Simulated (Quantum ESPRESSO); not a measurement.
# MnPt2 (P-3m1) in Quantum ESPRESSO: a series of runs, part 2 of 2

Quantum ESPRESSO 7.5. Earlier steps stand in the parts before.

**3. Band structure, PBEsol, collinear spin, ferromagnetic start**

pw.in reads:

```
&CONTROL
  calculation = 'scf'
  prefix = 'pwscf'
  outdir = './tmp'
  pseudo_dir = './pseudo'
  tprnfor = .true.
  tstress = .true.
  disk_io = 'low'
/
&SYSTEM
  ibrav = 0
  celldm(1) = 8
  nat = 3
  ntyp = 2
  ecutwfc = 130
  nbnd = 38
  occupations = 'smearing'
  smearing = 'fd'
  degauss = 0.00367493
  nspin = 2
  starting_magnetization(1) = 0
  starting_magnetization(2) = 0.2667
/
&ELECTRONS
  conv_thr = 6d-10
  electron_maxstep = 120
  mixing_beta = 0.3
/
ATOMIC_SPECIES
Pt   195.0840 Pt.upf
Mn    54.9380 Mn.upf
CELL_PARAMETERS alat
  0.6752001959141   0.0000000000000   0.0000000000000
 -0.3376000979571   0.5847405223138   0.0000000000000
  0.0000000000000   0.0000000000000   1.5430804335028
ATOMIC_POSITIONS crystal
Pt     0.6666666667    0.3333333333    0.3162060000
Pt     0.3333333333    0.6666666667    0.6837940000
Mn     0.0000000000    0.0000000000    0.0000000000
K_POINTS automatic
11 11 4 0 0 0
```

pp_density.in reads:

```
&INPUTPP
  prefix = 'pwscf'
  outdir = './tmp'
  filplot = 'density.dat'
  plot_num = 0
/
&PLOT
  nfile = 1
  filepp(1) = 'density.dat'
  iflag = 3
  output_format = 6
  fileout = 'density.cube'
/
```

pp_potential.in reads:

```
&INPUTPP
  prefix = 'pwscf'
  outdir = './tmp'
  filplot = 'potential.dat'
  plot_num = 11
/
&PLOT
  nfile = 1
  filepp(1) = 'potential.dat'
  iflag = 3
  output_format = 6
  fileout = 'potential.cube'
/
```

pp_spin.in reads:

```
&INPUTPP
  prefix = 'pwscf'
  outdir = './tmp'
  filplot = 'spin.dat'
  plot_num = 6
/
&PLOT
  nfile = 1
  filepp(1) = 'spin.dat'
  iflag = 3
  output_format = 6
  fileout = 'spin.cube'
/
```

pp_elf.in reads:

```
&INPUTPP
  prefix = 'pwscf'
  outdir = './tmp'
  filplot = 'elf.dat'
  plot_num = 8
/
&PLOT
  nfile = 1
  filepp(1) = 'elf.dat'
  iflag = 3
  output_format = 6
  fileout = 'elf.cube'
/
```

bands.in reads:

```
&CONTROL
  calculation = 'bands'
  prefix = 'pwscf'
  outdir = './tmp'
  pseudo_dir = './pseudo'
  disk_io = 'low'
  verbosity = 'high'
/
&SYSTEM
  ibrav = 0
  celldm(1) = 8
  nat = 3
  ntyp = 2
  ecutwfc = 130
  nbnd = 38
  occupations = 'smearing'
  smearing = 'fd'
  degauss = 0.00367493
  nspin = 2
  starting_magnetization(1) = 0
  starting_magnetization(2) = 0.2667
/
&ELECTRONS
  conv_thr = 1d-08
  electron_maxstep = 120
  mixing_beta = 0.3
  diago_full_acc = .true.
  startingwfc = 'random'
/
ATOMIC_SPECIES
Pt   195.0840 Pt.upf
Mn    54.9380 Mn.upf
CELL_PARAMETERS alat
  0.6752001959141   0.0000000000000   0.0000000000000
 -0.3376000979571   0.5847405223138   0.0000000000000
  0.0000000000000   0.0000000000000   1.5430804335028
ATOMIC_POSITIONS crystal
Pt     0.6666666667    0.3333333333    0.3162060000
Pt     0.3333333333    0.6666666667    0.6837940000
Mn     0.0000000000    0.0000000000    0.0000000000
K_POINTS crystal
60
 0.0000000000  0.0000000000  0.0000000000 1
 0.0625000000  0.0000000000  0.0000000000 1
 0.1250000000  0.0000000000  0.0000000000 1
 0.1875000000  0.0000000000  0.0000000000 1
 0.2500000000  0.0000000000  0.0000000000 1
 0.3125000000  0.0000000000  0.0000000000 1
 0.3750000000  0.0000000000  0.0000000000 1
 0.4375000000  0.0000000000  0.0000000000 1
 0.5000000000  0.0000000000  0.0000000000 1
 0.4583333333  0.0833333333  0.0000000000 1
 0.4166666667  0.1666666667  0.0000000000 1
 0.3750000000  0.2500000000  0.0000000000 1
 0.3333333333  0.3333333333  0.0000000000 1
 0.3000000000  0.3000000000  0.0000000000 1
 0.2666666667  0.2666666667  0.0000000000 1
 0.2333333333  0.2333333333  0.0000000000 1
 0.2000000000  0.2000000000  0.0000000000 1
 0.1666666667  0.1666666667  0.0000000000 1
 0.1333333333  0.1333333333  0.0000000000 1
 0.1000000000  0.1000000000  0.0000000000 1
 0.0666666667  0.0666666667  0.0000000000 1
 0.0333333333  0.0333333333  0.0000000000 1
 0.0000000000  0.0000000000  0.0000000000 1
 0.0000000000  0.0000000000  0.1666666667 1
 0.0000000000  0.0000000000  0.3333333333 1
 0.0000000000  0.0000000000  0.5000000000 1
 0.0555555556  0.0000000000  0.5000000000 1
 0.1111111111  0.0000000000  0.5000000000 1
 0.1666666667  0.0000000000  0.5000000000 1
 0.2222222222  0.0000000000  0.5000000000 1
 0.2777777778  0.0000000000  0.5000000000 1
 0.3333333333  0.0000000000  0.5000000000 1
 0.3888888889  0.0000000000  0.5000000000 1
 0.4444444444  0.0000000000  0.5000000000 1
 0.5000000000  0.0000000000  0.5000000000 1
 0.4666666667  0.0666666667  0.5000000000 1
 0.4333333333  0.1333333333  0.5000000000 1
 0.4000000000  0.2000000000  0.5000000000 1
 0.3666666667  0.2666666667  0.5000000000 1
 0.3333333333  0.3333333333  0.5000000000 1
 0.3055555556  0.3055555556  0.5000000000 1
 0.2777777778  0.2777777778  0.5000000000 1
 0.2500000000  0.2500000000  0.5000000000 1
 0.2222222222  0.2222222222  0.5000000000 1
 0.1944444444  0.1944444444  0.5000000000 1
 0.1666666667  0.1666666667  0.5000000000 1
 0.1388888889  0.1388888889  0.5000000000 1
 0.1111111111  0.1111111111  0.5000000000 1
 0.0833333333  0.0833333333  0.5000000000 1
 0.0555555556  0.0555555556  0.5000000000 1
 0.0277777778  0.0277777778  0.5000000000 1
 0.0000000000  0.0000000000  0.5000000000 1
 0.5000000000  0.0000000000  0.5000000000 1
 0.5000000000  0.0000000000  0.3333333333 1
 0.5000000000  0.0000000000  0.1666666667 1
 0.5000000000  0.0000000000  0.0000000000 1
 0.3333333333  0.3333333333  0.0000000000 1
 0.3333333333  0.3333333333  0.1666666667 1
 0.3333333333  0.3333333333  0.3333333333 1
 0.3333333333  0.3333333333  0.5000000000 1
```

Potentials or basis: PseudoDojo 0.4 SR PBEsol stringent.

Run with:

```bash
$ OMP_NUM_THREADS=1 mpirun -n 2 pw.x -nk 2 -in pw.in > pw.out
$ OMP_NUM_THREADS=1 mpirun -n 1 pp.x -in pp_density.in > pp_density.out
$ OMP_NUM_THREADS=1 mpirun -n 1 pp.x -in pp_potential.in > pp_potential.out
$ OMP_NUM_THREADS=1 mpirun -n 1 pp.x -in pp_spin.in > pp_spin.out
$ OMP_NUM_THREADS=1 mpirun -n 1 pp.x -in pp_elf.in > pp_elf.out
$ OMP_NUM_THREADS=1 mpirun -n 2 pw.x -nk 2 -in bands.in > bands.out
```

It took 8.2 min on 2 MPI ranks of Intel Xeon Platinum 8559C (Emerald Rapids), shared host; peak memory 0.8 GiB.

It converged, with:

| Quantity | Value |
| --- | --- |
| Free energy | -10084.9395 eV |
| Pressure | -9.6 GPa |
| Largest force | 0.025 eV/Å |
| Band gap on the k mesh | none (metal or under the smearing width) |
| Net moment | 4.49 μB per cell |
| Absolute moment | 4.57 μB per cell |
| Site moments | Pt +0.31; Mn +3.70 μB |
| Valence electrons inside the program's atomic spheres | Pt 15.59; Mn 13.49 |

Forces in eV/Å, atoms in the order of the input:
```
Pt   0.000  0.000  0.025
Pt   0.000  0.000 -0.025
Mn   0.000  0.000  0.000
```

Stress tensor (GPa, compression positive):
```
-10.51   0.00   0.00
  0.00 -10.51   0.00
  0.00   0.00  -7.64
```

Levels at the corners of the path, in eV from the Fermi level:
Spin up:
| point | band 25 | band 26 | band 27 | band 28 | band 29 | band 30 | band 31 | band 32 |
| --- | --- | --- | --- | --- | --- | --- | --- | --- |
| Γ | -1.54 | -1.54 | -1.07 | -1.07 | -0.78 | -0.78 | 10.00 | 11.07 |
| M | -0.22 | -0.19 | 0.19 | 1.52 | 1.67 | 1.96 | 5.67 | 5.71 |
| K | -0.87 | -0.87 | -0.87 | 3.08 | 3.08 | 4.44 | 7.14 | 7.14 |
| Γ | -1.54 | -1.54 | -1.07 | -1.07 | -0.78 | -0.78 | 10.00 | 11.07 |
| A | -1.76 | -1.70 | -1.70 | -0.11 | -0.11 | 0.17 | 6.03 | 14.21 |
| L | -0.74 | -0.33 | -0.13 | -0.09 | 1.86 | 2.59 | 4.81 | 8.38 |
| H | -0.71 | -0.35 | -0.35 | 3.86 | 3.86 | 4.82 | 4.82 | 5.51 |
| A | -1.76 | -1.70 | -1.70 | -0.11 | -0.11 | 0.17 | 6.03 | 14.21 |
| L | -0.74 | -0.33 | -0.13 | -0.09 | 1.86 | 2.59 | 4.81 | 8.38 |
| M | -0.22 | -0.19 | 0.19 | 1.52 | 1.67 | 1.96 | 5.67 | 5.71 |
| K | -0.87 | -0.87 | -0.87 | 3.08 | 3.08 | 4.44 | 7.14 | 7.14 |
| H | -0.71 | -0.35 | -0.35 | 3.86 | 3.86 | 4.82 | 4.82 | 5.51 |
Spin down:
```csv
point,band 20,band 21,band 22,band 23,band 24,band 25,band 26,band 27,band 28,band 29
Γ,-2.79,-2.38,-1.87,-1.87,-0.90,-0.90,0.67,1.32,1.32,2.16
M,-1.74,-1.13,0.06,0.08,0.13,1.62,1.90,2.36,2.49,2.79
K,-2.06,-2.06,-1.80,0.75,0.75,1.34,1.34,2.24,3.96,3.96
Γ,-2.79,-2.38,-1.87,-1.87,-0.90,-0.90,0.67,1.32,1.32,2.16
A,-3.06,-1.57,-1.57,-1.41,-1.41,0.25,0.46,1.37,1.37,2.33
L,-1.25,-0.84,-0.45,0.04,0.16,0.67,1.44,1.91,2.79,2.99
H,-2.31,-2.31,-1.91,0.91,0.91,1.16,1.16,2.47,5.30,5.30
A,-3.06,-1.57,-1.57,-1.41,-1.41,0.25,0.46,1.37,1.37,2.33
L,-1.25,-0.84,-0.45,0.04,0.16,0.67,1.44,1.91,2.79,2.99
M,-1.74,-1.13,0.06,0.08,0.13,1.62,1.90,2.36,2.49,2.79
K,-2.06,-2.06,-1.80,0.75,0.75,1.34,1.34,2.24,3.96,3.96
H,-2.31,-2.31,-1.91,0.91,0.91,1.16,1.16,2.47,5.30,5.30
```

Caveat: spin-orbit coupling is left out, which moves the levels of the heavy elements.

**4. Band structure, PBEsol, collinear spin, ferromagnetic start**

Changes to pw.in since step 3:

```diff
@@ -14,3 +14,3 @@
   ntyp = 2
-  ecutwfc = 130
+  ecutwfc = 96
   nbnd = 38
```

pp_density.in is that of step 3.

pp_potential.in is that of step 3.

pp_spin.in is that of step 3.

pp_elf.in is that of step 3.

Changes to bands.in since step 3:

```diff
@@ -13,3 +13,3 @@
   ntyp = 2
-  ecutwfc = 130
+  ecutwfc = 96
   nbnd = 38
```

Potentials or basis: PseudoDojo 0.4.1 SR PBEsol standard.

Run with:

```bash
$ OMP_NUM_THREADS=1 mpirun -n 2 pw.x -nk 2 -in pw.in > pw.out
$ OMP_NUM_THREADS=1 mpirun -n 1 pp.x -in pp_density.in > pp_density.out
$ OMP_NUM_THREADS=1 mpirun -n 1 pp.x -in pp_potential.in > pp_potential.out
$ OMP_NUM_THREADS=1 mpirun -n 1 pp.x -in pp_spin.in > pp_spin.out
$ OMP_NUM_THREADS=1 mpirun -n 1 pp.x -in pp_elf.in > pp_elf.out
$ OMP_NUM_THREADS=1 mpirun -n 2 pw.x -nk 2 -in bands.in > bands.out
```

Run time: 5 min. Hardware: 2 MPI ranks of Intel Xeon Platinum 8559C (Emerald Rapids), shared host; peak memory 0.54 GiB.

Results (log left out):

| Property | Result |
| --- | --- |
| Free energy | -10065.8528 eV |
| Pressure | -8.9 GPa |
| Largest force | 0.051 eV/Å |
| Band gap on the k mesh | none (metal or under the smearing width) |
| Net moment | 4.57 μB per cell |
| Absolute moment | 4.66 μB per cell |
| Site moments | Pt +0.31; Mn +3.76 μB |
| Valence electrons inside the program's atomic spheres | Pt 15.59; Mn 13.49 |

Forces on the atoms (eV/Å):
```
Pt   0.000  0.000  0.051
Pt   0.000  0.000 -0.051
Mn   0.000  0.000  0.000
```

Stress tensor (GPa, compression positive):
```
-9.89  0.00  0.00
 0.00 -9.89  0.00
 0.00  0.00 -7.03
```

Levels at the corners of the path, in eV from the Fermi level:
Spin up:
```tsv
point	band 24	band 25	band 26	band 27	band 28	band 29	band 30	band 31	band 32	band 33
Γ	-2.23	-1.61	-1.61	-1.07	-1.07	-0.85	-0.85	9.99	11.04	14.89
M	-0.29	-0.28	-0.19	0.16	1.49	1.66	1.95	5.64	5.71	8.53
K	-1.52	-0.96	-0.91	-0.91	3.06	3.06	4.44	7.11	7.11	7.97
Γ	-2.23	-1.61	-1.61	-1.07	-1.07	-0.85	-0.85	9.99	11.04	14.89
A	-1.79	-1.79	-1.76	-1.76	-0.15	-0.15	0.16	6.02	14.21	14.78
L	-0.98	-0.76	-0.38	-0.14	-0.09	1.83	2.58	4.79	8.37	8.84
H	-1.70	-0.80	-0.38	-0.38	3.82	3.82	4.81	4.81	5.51	6.27
A	-1.79	-1.79	-1.76	-1.76	-0.15	-0.15	0.16	6.02	14.21	14.78
L	-0.98	-0.76	-0.38	-0.14	-0.09	1.83	2.58	4.79	8.37	8.84
M	-0.29	-0.28	-0.19	0.16	1.49	1.66	1.95	5.64	5.71	8.53
K	-1.52	-0.96	-0.91	-0.91	3.06	3.06	4.44	7.11	7.11	7.97
H	-1.70	-0.80	-0.38	-0.38	3.82	3.82	4.81	4.81	5.51	6.27
```
Spin down:
| point | band 22 | band 23 | band 24 | band 25 | band 26 | band 27 |
| --- | --- | --- | --- | --- | --- | --- |
| Γ | -1.85 | -1.85 | -0.89 | -0.89 | 0.75 | 1.40 |
| M | 0.07 | 0.14 | 0.14 | 1.66 | 1.89 | 2.44 |
| K | -1.80 | 0.79 | 0.79 | 1.40 | 1.40 | 2.33 |
| Γ | -1.85 | -1.85 | -0.89 | -0.89 | 0.75 | 1.40 |
| A | -1.56 | -1.39 | -1.39 | 0.32 | 0.44 | 1.45 |
| L | -0.46 | 0.05 | 0.16 | 0.74 | 1.48 | 2.00 |
| H | -1.90 | 0.95 | 0.95 | 1.22 | 1.22 | 2.57 |
| A | -1.56 | -1.39 | -1.39 | 0.32 | 0.44 | 1.45 |
| L | -0.46 | 0.05 | 0.16 | 0.74 | 1.48 | 2.00 |
| M | 0.07 | 0.14 | 0.14 | 1.66 | 1.89 | 2.44 |
| K | -1.80 | 0.79 | 0.79 | 1.40 | 1.40 | 2.33 |
| H | -1.90 | 0.95 | 0.95 | 1.22 | 1.22 | 2.57 |

Caveat: spin-orbit coupling is left out, which moves the levels of the heavy elements.

**5. Summary**

```tsv
potentials or basis	cutoff (eV)	gap on the mesh (eV)	pressure (GPa)	moment (μB)	largest force (eV/Å)
GBRV 1.5 PBEsol	612	none	-9.7	4.55	0.04
PseudoDojo 0.4 SR PBEsol stringent	1769	none	-9.6	4.49	0.02
PseudoDojo 0.4.1 SR PBEsol standard	1306	none	-8.9	4.57	0.05
```

Alike in all rows: task band structure; level PBEsol; spin collinear, ferromagnetic start; cell as given; k mesh 11 × 11 × 4; smearing fermi-dirac 0.05 eV.

Caveats: spin-orbit coupling is left out, which moves the levels of the heavy elements.

Total energies depend on the potentials used, so only differences within one code and one set of settings carry meaning.
